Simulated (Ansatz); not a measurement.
# CH₆BNO₂: up Jacob's ladder to CCSD(T)

Aim: compute CH₆BNO₂ with functionals from several rungs and with coupled cluster, and see how far each lands from CCSD(T) at the basis-set limit for the atomisation energy.

Program: Ansatz 0.2.0, Gaussian basis. Level of theory: functionals in def2-TZVPP, the program's frozen cores in correlated methods. These are calculated values, not measurements.

The runs, in order: LDA (SPW92), PBE-D4, revPBE-D4, BLYP-D4, r2SCAN-D4, B97M-V, PBE0-D4, B3LYP-D4, r2SCANh-D4, r2SCAN0-D4, HSE06-D4, BHLYP-D4, CAM-B3LYP-D4, LC-ωPBE, ωB97X-V, ωB97M-V, B2PLYP, PBE-QIDH; CCSD(T)/def2-SVP; CCSD(T)/def2-TZVPP; MP2/def2-QZVPP; extrapolation to the limit; RPA on PBE.

### Step 1. Structure used throughout

An earlier PBE0-D4 in a triple-zeta def2 set relaxation fixed the geometry.

SMILES `NB(O)CO`, 11 atoms, charge 0, spin multiplicity 1.

Atoms are counted from 1 here; the program's logs count them from 0.

Bond lengths: N1–B2 1.405 Å, N1–H6 1.004 Å, N1–H7 1.005 Å, B2–O3 1.375 Å, B2–C4 1.582 Å, O3–H8 0.958 Å, C4–O5 1.416 Å, C4–H9 1.100 Å, C4–H10 1.100 Å, O5–H11 0.962 Å. Angles: B2–N1–H6 122.0°, B2–N1–H7 124.8°, H6–N1–H7 113.2°, N1–B2–O3 123.0°, N1–B2–C4 122.0°, O3–B2–C4 115.0°, B2–O3–H8 115.9°, B2–C4–O5 114.0°, B2–C4–H9 109.5°, B2–C4–H10 109.4°, O5–C4–H9 109.0°, O5–C4–H10 109.1°, H9–C4–H10 105.4°, C4–O5–H11 107.2°.

### Step 2. LDA

This LDA is Slater exchange with PW92 correlation.

File in.yaml:

```yaml
crystal:
  periodic: [false, false, false]
  atoms:
    - {symbol: N, position_ang: [-0.888744, 0.092399, 1.376322]}
    - {symbol: B, position_ang: [-0.136207, -0.259401, 0.242660]}
    - {symbol: O, position_ang: [0.147907, -1.562419, -0.093464]}
    - {symbol: C, position_ang: [0.448565, 0.829088, -0.745104]}
    - {symbol: O, position_ang: [1.170311, 0.287945, -1.836566]}
    - {symbol: H, position_ang: [-1.087547, 1.049392, 1.607206]}
    - {symbol: H, position_ang: [-1.278175, -0.562739, 2.031230]}
    - {symbol: H, position_ang: [-0.200972, -2.232706, 0.496092]}
    - {symbol: H, position_ang: [-0.371137, 1.453151, -1.131348]}
    - {symbol: H, position_ang: [1.101802, 1.516849, -0.187248]}
    - {symbol: H, position_ang: [1.159697, -0.668558, -1.739079]}
basis:
  gaussian: {orbitals: def2-TZVPP}
hamiltonian: {xc: lda}
output: {orbitals: {seedname: orbitals}}
```

After this run come: PBE-D4 (GGA); revPBE-D4 (GGA); BLYP-D4 (GGA); r2SCAN-D4 (meta-GGA); B97M-V (meta-GGA); PBE0-D4 (hybrid); B3LYP-D4 (hybrid); r2SCANh-D4 (hybrid); r2SCAN0-D4 (hybrid); HSE06-D4 (hybrid); BHLYP-D4 (hybrid); CAM-B3LYP-D4 (range-separated); LC-ωPBE (range-separated); ωB97X-V (range-separated); ωB97M-V (range-separated); B2PLYP (double hybrid); PBE-QIDH (double hybrid); CCSD(T) in def2-SVP; CCSD(T) in def2-TZVPP; MP2 in def2-QZVPP; RPA on PBE orbitals.

Q: Predict the results of all the runs planned. Wanted: atomisation energy, CCSD(T)/CBS; farthest beyond LDA; mean size of error, GGA; mean size of error, meta-GGA; mean size of error, hybrid; mean size of error, range-separated; mean size of error, double hybrid; gap, smallest and largest; T1 diagnostic.

The runs gave:

| quantity | value |
| --- | --- |
| atomisation energy, CCSD(T)/CBS | 4367.9 kJ/mol |
| functionals within 21.8 kJ/mol (0.5 %) | revPBE-D4, BLYP-D4, r2SCAN-D4, B97M-V, PBE0-D4, B3LYP-D4, HSE06-D4, LC-ωPBE, ωB97X-V |
| farthest beyond LDA | BHLYP-D4 (-150.8 kJ/mol) |
| mean size of error, GGA | 50.3 kJ/mol |
| mean size of error, meta-GGA | 5.1 kJ/mol |
| mean size of error, hybrid | 46.5 kJ/mol |
| mean size of error, range-separated | 17.8 kJ/mol |
| mean size of error, double hybrid | 37.4 kJ/mol |
| gap, smallest and largest | 5.01 eV (BLYP-D4), 12.50 eV (LC-ωPBE) |
| T1 diagnostic | 0.0111 |
| triples share of the correlation energy | 3.6 % |

LDA overbinds by 699.2 kJ/mol (16 %). PBE-D4 misses by +112.6 kJ/mol. Double hybrids carry the basis error of their MP2 part in triple zeta, and no dispersion term here, so their miss is partly the set-up's. The rungs meta-GGA, range-separated miss on average by less than the doubt on the reference (21.8 kJ/mol), so they tie. The reference freezes the cores and leaves out relativity and excitations past (T), so misses under about 21.8 kJ/mol can't be ranked. Hartree-Fock recovers 71 % of the binding; the rest is correlation. CCSD(T) in def2-SVP is off by -252.4 kJ/mol, which most functionals beat. Orbital gaps span 5.0 to 12.5 eV; exact exchange widens them.
